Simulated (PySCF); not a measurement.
**C₅H₁₃B: NMR shifts at several levels of theory**

How much do the NMR shifts of C₅H₁₃B (`CCCB(C)C`) depend on the level of theory, and what does each level cost?

Programs: PySCF 2.14.0, with density-fitted response routines of our own. Each step states its level of theory. These are calculated values for one molecule in the gas phase, unless marked as measured. Atoms are numbered from 0 throughout.

### 1 Starting geometry

19 atoms, charge 0, multiplicity 1; geometry from: GFN2-xTB.

Bonds of the start (Å): C0–C1 1.52, C1–C2 1.53, C2–B3 1.59, B3–C4 1.58, B3–C5 1.58, C0–H6 1.09, C0–H7 1.09, C0–H8 1.09, C1–H9 1.09, C1–H10 1.09, C2–H11 1.10, C2–H12 1.09, C4–H13 1.09, C4–H14 1.09, C4–H15 1.09, C5–H16 1.09, C5–H17 1.09, C5–H18 1.09.

### 2 Optimising the geometry at PBE0-D3(BJ)/def2-SVP

What the job is given:

```
{"job": {"xc": "PBE0", "basis": "def2-SVP", "d3": "d3bj", "grid": 1, "kind": "geom"}, "charge": 0, "multiplicity": 1}
C      2.788962     0.125173    -0.568839
C      1.385882    -0.463471    -0.471829
C      0.344705     0.595844    -0.089956
B     -1.158928     0.096157    -0.029029
C     -1.709632    -0.922065    -1.099252
C     -2.105065     0.649645     1.105942
H      3.512987    -0.645921    -0.824835
H      3.083624     0.570127     0.379830
H      2.827780     0.898514    -1.333686
H      1.117787    -0.914716    -1.428538
H      1.381796    -1.256351     0.279609
H      0.387474     1.386803    -0.847984
H      0.660511     1.065593     0.845084
H     -2.786999    -0.860514    -1.238623
H     -1.236577    -0.826831    -2.074229
H     -1.500040    -1.936063    -0.755489
H     -3.082756     0.175229     1.140021
H     -1.652678     0.554795     2.091760
H     -2.268638     1.717301     0.958074
```

The program printed:

```text
step   0  E = -222.79068755  max force = 0.014996
step   1  E = -222.79299243  max force = 0.002750
step   2  E = -222.79306146  max force = 0.000620
step   3  E = -222.79310312  max force = 0.000882
step   4  E = -222.79314199  max force = 0.001314
step   5  E = -222.79318760  max force = 0.001079
step   6  E = -222.79324181  max force = 0.000786
step   7  E = -222.79324971  max force = 0.000886
step   8  E = -222.79322109  max force = 0.001192
step   9  E = -222.79324565  max force = 0.000818
step  10  E = -222.79324431  max force = 0.000466
step  11  E = -222.79324212  max force = 0.000144
step  12  E = -222.79324148  max force = 0.000123
step  13  E = -222.79324112  max force = 0.000099
optimisation converged
```

Run time: 2 min. Hardware: 1 thread, shared host.

Along the way:

```
step  energy from step 0 (eV)  largest force component (eV/Å)
   0                   0.0000                          0.7711
   1                  -0.0627                          0.1414
   2                  -0.0646                          0.0319
   3                  -0.0657                          0.0454
   4                  -0.0668                          0.0676
   5                  -0.0680                          0.0555
   6                  -0.0695                          0.0404
   7                  -0.0697                          0.0456
   8                  -0.0689                          0.0613
   9                  -0.0696                          0.0421
  10                  -0.0696                          0.0240
  11                  -0.0695                          0.0074
  12                  -0.0695                          0.0063
  13                  -0.0695                          0.0051
```

Distances of close pairs at the start and the end, largest changes first:

```
  bond  before (Å)  after (Å)  change (Å)
C4–H15       1.091      1.109      +0.018
C2–H11       1.096      1.113      +0.017
C5–H18       1.090      1.107      +0.017
 C0–H8       1.088      1.102      +0.014
 C0–H7       1.088      1.102      +0.014
C5–H17       1.089      1.103      +0.014
 C0–H6       1.088      1.101      +0.013
C5–H16       1.087      1.100      +0.013
```

The end geometry stands in the next job.

```
                         at the end point                value
  point group (found at 0.08 Å tolerance)                   C1
rotational constants (GHz, main isotopes)  6.225, 1.652, 1.372
                        dipole moment (D)                 0.07
```

### 3 Shielding tensors: PBE0/cc-pVDZ

What the job is given:

```
{"job": {"kind": "nmr", "xc": "PBE0", "basis": "cc-pVDZ", "pop": true}, "charge": 0, "multiplicity": 1}
C      2.795811     0.066237    -0.692388
C      1.386151    -0.505416    -0.681727
C      0.342016     0.447638    -0.105807
B     -1.176429     0.013083    -0.122876
C     -1.711947    -1.026240    -1.173517
C     -2.161922     0.667043     0.919337
H      3.524346    -0.645586    -1.110882
H      3.129752     0.323953     0.325939
H      2.846367     0.988204    -1.294680
H      1.101310    -0.792417    -1.708107
H      1.380259    -1.446570    -0.103558
H      0.336824     1.382554    -0.710440
H      0.645303     0.786590     0.901428
H     -2.778986    -0.905443    -1.415300
H     -1.126402    -1.101609    -2.101825
H     -1.622296    -2.012831    -0.674624
H     -3.172294     0.232277     0.938853
H     -1.747393     0.667336     1.940992
H     -2.270056     1.735205     0.650007
```

Level: GIAO PBE0/cc-pVDZ NMR shielding, non-relativistic, gas phase.

The program printed:

```text
coarse grid: 14576 points
cycle   1  E = -222.8628811817  dE =  2.378e-01  |g| = 5.153e-01  |ddm| = 7.522e+00
cycle   2  E = -222.8524824627  dE =  1.040e-02  |g| = 5.570e-01  |ddm| = 2.126e+00
cycle   3  E = -222.9380895492  dE = -8.561e-02  |g| = 2.248e-02  |ddm| = 1.047e+00
cycle   4  E = -222.9381587810  dE = -6.923e-05  |g| = 1.638e-02  |ddm| = 5.857e-02
cycle   5  E = -222.9382268495  dE = -6.807e-05  |g| = 2.380e-03  |ddm| = 2.873e-02
cycle   6  E = -222.9382283203  dE = -1.471e-06  |g| = 3.338e-04  |ddm| = 4.780e-03
final grid: 137088 points
cycle   7  E = -222.9469108628  dE = -2.785e-05  |g| = 9.316e-03  |ddm| = 6.248e-02
cycle   8  E = -222.9469059225  dE =  4.940e-06  |g| = 1.030e-02  |ddm| = 3.558e-02
cycle   9  E = -222.9469344123  dE = -2.849e-05  |g| = 3.721e-04  |ddm| = 1.871e-02
cycle  10  E = -222.9469344436  dE = -3.137e-08  |g| = 1.372e-04  |ddm| = 7.611e-04
cycle  11  E = -222.9469344485  dE = -4.833e-09  |g| = 2.378e-05  |ddm| = 2.639e-04
cycle  12  E = -222.9469344486  dE = -1.482e-10  |g| = 3.609e-06  |ddm| = 4.842e-05
converged SCF energy = -222.9469344486

GIAO shielding tensors (ppm)
atom      isotropic    diamagn.    paramagn.     s11        s22        s33       span
  0 C      176.922     243.584     -66.661    163.912    170.929    195.926     32.014
  1 C      174.634     245.670     -71.036    166.311    175.001    182.589     16.278
  2 C      160.722     244.984     -84.262    142.185    158.822    181.158     38.973
  3 B       30.457     201.766    -171.309    -20.449    -14.770    126.589    147.038
  4 C      182.218     244.672     -62.454    165.581    185.071    196.002     30.421
  5 C      181.749     245.198     -63.449    166.978    181.858    196.410     29.431
  6 H       30.129      26.881       3.248     25.749     27.685     36.954     11.205
  7 H       30.438      29.580       0.858     26.660     28.698     35.956      9.296
  8 H       30.499      29.094       1.405     27.125     28.505     35.865      8.741
  9 H       29.576      32.479      -2.903     23.899     29.967     34.862     10.964
 10 H       30.141      32.666      -2.524     25.314     30.034     35.076      9.762
 11 H       30.595      32.219      -1.624     27.051     30.321     34.414      7.363
 12 H       29.780      33.693      -3.914     25.468     29.962     33.909      8.442
 13 H       30.237      29.081       1.156     26.523     29.192     34.995      8.472
 14 H       29.983      31.173      -1.190     25.407     30.739     33.803      8.396
 15 H       30.941      29.841       1.100     26.949     30.131     35.742      8.793
 16 H       30.369      29.361       1.008     26.706     29.476     34.926      8.221
 17 H       30.431      30.695      -0.265     26.489     29.858     34.945      8.457
 18 H       30.625      29.384       1.242     27.050     29.618     35.208      8.158
```

Run time: 17 s. Hardware: 1 thread, shared host.

Shifts follow as δ = σ(reference) − σ, with reference shieldings (ppm) from runs at the same level and on the same kind of geometry: 1H TMS 31.29, 13C TMS 196.8, 11B BF3·OEt2 113.8. The references are single molecules in the gas phase. Atoms listed in one row are averaged.

```
                       atoms                              environment  σ (ppm)  δ (ppm)
                          C2                      sp3 CH2 bonded to B    160.7     36.0
                          C1                                  sp3 CH2    174.6     22.1
                          C0                            methyl carbon    176.9     19.8
                      C4, C5                methyl carbon bonded to B    182.0     14.8
                     H9, H10                   hydrogen on an sp3 CH2    29.86     1.43
                    H11, H12       hydrogen on an sp3 CH2 bonded to B    30.19     1.10
                  H6, H7, H8              hydrogen on a methyl carbon    30.36     0.93
H13, H14, H15, H16, H17, H18  hydrogen on a methyl carbon bonded to B    30.43     0.86
                          B3                      boron bonded to 3 C     30.5     83.4
```

Charges from the same density, by scheme (e):

```
 atoms  Mulliken    IAO  Hirshfeld  ESP fit
    C0     -0.08  -0.41      -0.11    -0.37
    C1     -0.12  -0.23      -0.06     0.27
    C2     -0.07  -0.39      -0.13    -0.39
    B3     -0.03   0.34       0.20     0.63
C4, C5     -0.13  -0.56      -0.19    -0.66
```

Mayer bond orders: C0–C1 1.10, C1–C2 1.07, C2–B3 1.07, B3–C4 1.12, B3–C5 1.12.

### 4 NMR shieldings: PBE0/aug-cc-pVDZ

Settings changed since step 3:

```diff
@@ -1,2 +1,2 @@
-{"job": {"kind": "nmr", "xc": "PBE0", "basis": "cc-pVDZ", "pop": true}, "charge": 0, "multiplicity": 1}
+{"job": {"kind": "nmr", "xc": "PBE0", "basis": "aug-cc-pVDZ", "pop": true}, "charge": 0, "multiplicity": 1}
 C      2.795811     0.066237    -0.692388
```

With the program's defaults for keys left out, this is: GIAO PBE0/aug-cc-pVDZ NMR shielding, non-relativistic, gas phase.

The program printed:

```text
coarse grid: 14576 points
cycle   1  E = -222.8722022227  dE =  2.236e-01  |g| = 5.288e-01  |ddm| = 1.005e+01
cycle   2  E = -222.8557610320  dE =  1.644e-02  |g| = 5.839e-01  |ddm| = 2.497e+00
cycle   3  E = -222.9503371354  dE = -9.458e-02  |g| = 2.724e-02  |ddm| = 1.242e+00
cycle   4  E = -222.9504636772  dE = -1.265e-04  |g| = 1.789e-02  |ddm| = 1.095e-01
cycle   5  E = -222.9505454190  dE = -8.174e-05  |g| = 2.833e-03  |ddm| = 4.022e-02
cycle   6  E = -222.9505474502  dE = -2.031e-06  |g| = 5.247e-04  |ddm| = 8.136e-03
final grid: 137088 points
cycle   7  E = -222.9592113504  dE = -4.508e-05  |g| = 9.177e-03  |ddm| = 2.616e-01
cycle   8  E = -222.9592058784  dE =  5.472e-06  |g| = 1.024e-02  |ddm| = 5.006e-02
cycle   9  E = -222.9592340727  dE = -2.819e-05  |g| = 3.866e-04  |ddm| = 2.264e-02
cycle  10  E = -222.9592341044  dE = -3.171e-08  |g| = 1.827e-04  |ddm| = 1.255e-03
cycle  11  E = -222.9592341129  dE = -8.488e-09  |g| = 3.434e-05  |ddm| = 5.031e-04
cycle  12  E = -222.9592341132  dE = -3.092e-10  |g| = 4.856e-06  |ddm| = 1.026e-04
converged SCF energy = -222.9592341132

GIAO shielding tensors (ppm)
atom      isotropic    diamagn.    paramagn.     s11        s22        s33       span
  0 C      176.574     202.897     -26.323    164.261    169.882    195.580     31.319
  1 C      173.301     197.978     -24.677    165.636    173.404    180.863     15.227
  2 C      159.673     184.208     -24.535    140.916    156.927    181.177     40.261
  3 B       27.713     192.039    -164.326    -24.657    -18.578    126.374    151.030
  4 C      182.485     166.072      16.414    166.209    184.828    196.418     30.209
  5 C      181.363     177.978       3.386    166.518    180.566    197.006     30.488
  6 H       30.091      26.858       3.233     25.629     27.673     36.972     11.343
  7 H       30.466      25.734       4.732     26.739     28.704     35.956      9.217
  8 H       30.526      25.823       4.703     27.185     28.518     35.876      8.691
  9 H       29.556      24.963       4.593     23.943     29.952     34.771     10.828
 10 H       30.150      24.499       5.650     25.326     30.120     35.004      9.678
 11 H       30.623      17.516      13.107     27.138     30.374     34.358      7.220
 12 H       29.772      22.846       6.926     25.553     29.890     33.872      8.319
 13 H       30.318      31.035      -0.717     26.630     29.293     35.032      8.403
 14 H       30.030      23.179       6.851     25.493     30.786     33.812      8.319
 15 H       31.011      16.122      14.889     27.025     30.217     35.791      8.766
 16 H       30.419      29.725       0.694     26.791     29.563     34.902      8.110
 17 H       30.507      20.379      10.128     26.586     29.940     34.995      8.410
 18 H       30.662      19.290      11.372     27.080     29.692     35.215      8.136
```

Run time: 38 s. Hardware: 1 thread, shared host.

This run: δ C2 35.4, C1 21.8, C0 18.5, C4 13.2, H9 1.54, H11 1.20 ppm (means over like atoms).

### 5 Shielding tensors: PBE0/pcSseg-0

Settings changed since step 4:

```diff
@@ -1,2 +1,2 @@
-{"job": {"kind": "nmr", "xc": "PBE0", "basis": "aug-cc-pVDZ", "pop": true}, "charge": 0, "multiplicity": 1}
+{"job": {"kind": "nmr", "xc": "PBE0", "basis": "pcSseg-0", "pop": true}, "charge": 0, "multiplicity": 1}
 C      2.795811     0.066237    -0.692388
```

With the program's defaults for keys left out, this is: GIAO PBE0/pcSseg-0 NMR shielding, non-relativistic, gas phase.

The program printed:

```text
coarse grid: 14576 points
cycle   1  E = -222.4310608824  dE =  1.161e-01  |g| = 4.224e-01  |ddm| = 3.760e+00
cycle   2  E = -222.4288016450  dE =  2.259e-03  |g| = 4.387e-01  |ddm| = 9.934e-01
cycle   3  E = -222.4797023538  dE = -5.090e-02  |g| = 1.089e-02  |ddm| = 5.028e-01
cycle   4  E = -222.4797202032  dE = -1.785e-05  |g| = 8.150e-03  |ddm| = 2.348e-02
cycle   5  E = -222.4797377331  dE = -1.753e-05  |g| = 9.389e-04  |ddm| = 1.084e-02
cycle   6  E = -222.4797379533  dE = -2.203e-07  |g| = 2.763e-04  |ddm| = 1.583e-03
final grid: 137088 points
cycle   7  E = -222.4498020915  dE = -2.149e-05  |g| = 6.277e-03  |ddm| = 3.076e-02
cycle   8  E = -222.4498007426  dE =  1.349e-06  |g| = 6.726e-03  |ddm| = 1.342e-02
cycle   9  E = -222.4498122296  dE = -1.149e-05  |g| = 1.150e-04  |ddm| = 6.972e-03
cycle  10  E = -222.4498122315  dE = -1.910e-09  |g| = 9.070e-05  |ddm| = 3.189e-04
cycle  11  E = -222.4498122336  dE = -2.103e-09  |g| = 9.033e-06  |ddm| = 1.140e-04
cycle  12  E = -222.4498122336  dE = -2.404e-11  |g| = 2.175e-06  |ddm| = 1.827e-05
converged SCF energy = -222.4498122336

GIAO shielding tensors (ppm)
atom      isotropic    diamagn.    paramagn.     s11        s22        s33       span
  0 C      172.758     243.901     -71.143    158.894    166.342    193.036     34.142
  1 C      173.863     244.451     -70.588    165.061    173.892    182.635     17.574
  2 C      155.989     254.176     -98.187    134.775    154.643    178.550     43.774
  3 B       15.566     174.362    -158.796    -44.000    -36.201    126.899    170.899
  4 C      174.640     259.558     -84.918    154.392    178.949    190.578     36.186
  5 C      174.024     259.470     -85.446    156.321    173.971    191.781     35.461
  6 H       31.509      28.711       2.798     26.716     28.855     38.956     12.239
  7 H       31.726      28.353       3.373     27.633     29.973     37.573      9.940
  8 H       31.781      28.647       3.134     27.987     29.852     37.504      9.517
  9 H       31.177      32.254      -1.077     24.924     31.911     36.696     11.771
 10 H       31.734      31.342       0.392     26.483     31.702     37.018     10.535
 11 H       32.041      32.654      -0.613     28.167     31.605     36.353      8.187
 12 H       31.356      33.350      -1.994     26.850     31.600     35.618      8.768
 13 H       31.619      31.038       0.580     27.900     30.552     36.405      8.505
 14 H       31.362      32.401      -1.038     26.708     32.417     34.962      8.254
 15 H       32.086      31.127       0.959     28.164     30.832     37.262      9.099
 16 H       31.704      31.158       0.547     28.088     30.844     36.181      8.094
 17 H       31.719      31.761      -0.042     27.678     31.150     36.329      8.651
 18 H       31.848      31.013       0.835     28.157     30.574     36.813      8.656
```

It took 7.3 s on 1 thread, shared host.

Key values: δ C2 37.5, C0 20.8, C1 19.7, C4 19.2, H9 1.38, H6 1.16 ppm (means over like atoms).

### 6 Comparing the runs: NMR shifts

Shifts (ppm) of some atoms, chosen among heavy atoms and hydrogens apart, means over like atoms, with basis size and wall time:

```
             run    C2    C1    C0    C4    H6   H13    B3  functions   time
    PBE0/cc-pVDZ  36.0  22.1  19.8  14.8  0.93  0.86  83.4        149   17 s
PBE0/aug-cc-pVDZ  35.4  21.8  18.5  13.2  1.03  0.90  82.5        255   38 s
   PBE0/pcSseg-0  37.5  19.7  20.8  19.2  1.16  1.11  89.3         80  7.3 s
```

### 7 What came out

| quantity | value |
| --- | --- |
| point group | C1 |
| rotational constants (main isotopes) | 6.22, 1.65, 1.37 GHz |
| 13C shifts against TMS (PBE0/cc-pVDZ, means over atoms taken as alike) | 36.0, 22.1, 19.8, 14.8 ppm |
| 1H shifts against TMS (PBE0/cc-pVDZ, means over atoms taken as alike) | 1.43, 1.10, 0.93, 0.86 ppm |
| 11B shifts against BF3·OEt2 (PBE0/cc-pVDZ) | 83.4 ppm |
| range of the shift of B3 | 82.5 to 89.3 ppm |

In words: Single values in the summary come from the first run of each kind that ended normally (PBE0/cc-pVDZ), which need not be the best level. Relaxing lowered the energy by 0.069 eV in 13 steps; the close pair that moved most is C4–H15, from 1.091 to 1.109 Å. At PBE0/cc-pVDZ: The widest tensor belongs to B3: span 147 ppm, with a paramagnetic part of -171 ppm. Across the 3 runs the shift of B3 moves most, between 82.5 (PBE0/aug-cc-pVDZ) and 89.3 ppm (PBE0/pcSseg-0).
